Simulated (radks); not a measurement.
# La³⁺ in [Kr] 4d9.5 5s2 5p6 5d0.5: an all-electron calculation

An exercise on one series of results from a longer session: the logs are not shown, and one member is left open.

The numbers are computed with radks (a radial shooting solver on a logarithmic mesh, Libxc functionals) version 1 (scalar-relativistic Kohn-Sham, r2SCAN, spin-unpolarised, spherical densities, finite nucleus), except any that are marked as measured or tabulated.

### What is computed

- element: lanthanum (Z = 57)
- charge: +3
- electrons: 54
- configuration: [Kr] 4d9.5 5s2 5p6 5d0.5
- nuclear rms radius: 4.855 fm

The first run:

Settings of this run:

```text
Z 57
configuration [Kr] 4d9.5 5s2 5p6 5d0.5
relativity scalar-relativistic
functional r2scan,r2scan
spin unpolarised
nucleus finite rms 4.855 fm
c 137.035999084
```

One table of the session follows, with a row left open; its other results are not shown here.

It belongs to the step «Shells». Sizes of the orbitals, from the radial functions (bohr):

| level | <r> | outermost maximum (interpolated) | 90 % within | nodes |
| --- | --- | --- | --- | --- |
| 1s | 0.02507 | 0.0161 | 0.0452 | 0 |
| 2s | 0.1074 | 0.0909 | 0.166 | 1 |
| 2p | 0.09426 | 0.0731 | 0.153 | 0 |
| 3s | ? | ? | ? | ? |
| 3p | 0.2828 | 0.255 | 0.424 | 1 |
| 3d | 0.2599 | 0.210 | 0.406 | 0 |
| 4s | 0.6527 | 0.608 | 0.936 | 3 |
| 4p | 0.6905 | 0.634 | 1.00 | 2 |
| 4d | 0.7617 | 0.669 | 1.14 | 1 |
| 5s | 1.529 | 1.39 | 2.18 | 4 |
| 5p | 1.727 | 1.55 | 2.49 | 3 |
| 5d | 2.292 | 1.98 | 3.40 | 2 |

**Question.** Estimate the row for 3s.

As computed: <r>: 0.2846; outermost maximum (interpolated): 0.260; 90 % within: 0.418; nodes: 2. In the column «<r>» it lies between 3p (0.2828) and 4s (0.6527).
